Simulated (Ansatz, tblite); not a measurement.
# The cluster In4Sb3+: a ladder of methods and basis sets

An exercise on one series of results from a longer session: the logs are not shown, and one member is left open.

Method: as each input shows; program: Ansatz 0.2.0, Gaussian basis.

Levels to be run: GFN1-xTB, GFN2-xTB, PBE-D4/def2-TZVP, r2SCAN-D4/def2-TZVP, CAM-B3LYP-D4/def2-TZVP, ωB97X-V/def2-TZVP, PBE-D4/def2-SVP, PBE0-D4/def2-SVP, MP2/def2-TZVP.

7 further runs of the same task are left out: 4 that didn't finish, 3 set aside as unsound or not needed. Runs told in other sessions of the task aren't counted.

### The geometry

The singlet was relaxed beforehand with PBE-D4/def2-SVP. At that level it is the lowest of the isomers that a small search found.

7 atoms, charge 1, spin multiplicity 1.

Bond lengths: In1–In2 3.214 Å, In1–In4 3.214 Å, In1–Sb5 3.054 Å, In1–Sb6 3.055 Å, In2–Sb7 3.302 Å, In3–Sb5 3.321 Å, In3–Sb6 3.321 Å, In3–Sb7 3.298 Å, In4–Sb7 3.302 Å, Sb5–Sb6 2.873 Å, Sb5–Sb7 2.903 Å, Sb6–Sb7 2.903 Å. Angles: In2–In1–In4 98.5°, In2–In1–Sb5 67.0°, In2–In1–Sb6 108.8°, In4–In1–Sb5 108.8°, In4–In1–Sb6 67.0°, Sb5–In1–Sb6 56.1°, In1–In2–Sb7 63.0°, Sb5–In3–Sb6 51.3°, Sb5–In3–Sb7 52.0°, Sb6–In3–Sb7 52.0°, In1–In4–Sb7 63.0°, In1–Sb5–In3 120.9°, In1–Sb5–Sb6 62.0°, In1–Sb5–Sb7 69.7°, In3–Sb5–Sb6 64.4°, In3–Sb5–Sb7 63.6°, Sb6–Sb5–Sb7 60.3°, In1–Sb6–In3 120.9° and more.

In, Sb take a core potential in the def2 sets. No spin-orbit coupling is included. The ion is computed in the gas phase, without counter-ions or solvent.

PBE0-D4/def2-TZVP was run before; its log isn't repeated, and its numbers join the tables.

The first run:

Tight binding, by tblite at 300 K electronic temperature and without a spin-polarisation term:

```python
tblite.interface.Calculator('GFN1-xTB', numbers, positions, charge=1, uhf=0).singlepoint()
```

Tight binding, by tblite at 300 K electronic temperature and without a spin-polarisation term:

```python
tblite.interface.Calculator('GFN2-xTB', numbers, positions, charge=1, uhf=0).singlepoint()
```

start.molden holds the orbitals of an earlier run on this state, given as this run's starting guess.

Contents of in.yaml:

```yaml
crystal:
  periodic: [false, false, false]
  atoms:
    - {symbol: In, position_ang: [2.146116, -0.155634, -0.556746]}
    - {symbol: In, position_ang: [1.762203, 0.030580, 2.629237]}
    - {symbol: In, position_ang: [-3.131207, 1.524016, -0.225437]}
    - {symbol: In, position_ang: [0.590614, -2.922972, -1.060376]}
    - {symbol: Sb, position_ang: [0.121005, 1.973048, 0.277491]}
    - {symbol: Sb, position_ang: [-0.571027, 0.230353, -1.899417]}
    - {symbol: Sb, position_ang: [-0.917704, -0.679391, 0.835248]}
basis:
  gaussian: {orbitals: def2-TZVP, initial_orbitals: start.molden}
total_charge: 1
hamiltonian: {xc: pbe, dispersion: d4}
scf: {omitted_lower_state_checks: [starts]}
output: {orbitals: {seedname: orbitals}}
```

The run is started by

```console
$ ansatz run in.yaml --threads 4 --pin off --events-out ev --progress --plain --max-ram 6963MiB
```

Among the steps run: PBE-D4/def2-TZVP; r2SCAN-D4/def2-TZVP; CAM-B3LYP-D4/def2-TZVP; ωB97X-V/def2-TZVP; PBE-D4/def2-SVP; PBE0-D4/def2-SVP; MP2/def2-TZVP.

One table of the session follows, with a row left open; its other results are not shown here.

```
                 level  HOMO (eV)  LUMO (eV)  gap (eV)
       PBE-D4/def2-SVP      -8.36      -6.63      1.74
      PBE-D4/def2-TZVP      -8.33      -6.60      1.73
   r2SCAN-D4/def2-TZVP      -8.54      -6.60      1.94
      PBE0-D4/def2-SVP      -9.03      -6.11      2.92
     PBE0-D4/def2-TZVP      -8.99      -6.07      2.91
CAM-B3LYP-D4/def2-TZVP          ?          ?         ?
     ωB97X-V/def2-TZVP     -10.61      -4.49      6.12
```

Estimate the missing values for CAM-B3LYP-D4/def2-TZVP.

**Answer.** HOMO (eV): -9.83; LUMO (eV): -5.24; gap (eV): 4.58. In the column «HOMO (eV)» it lies between ωB97X-V/def2-TZVP (-10.61) and PBE0-D4/def2-SVP (-9.03).
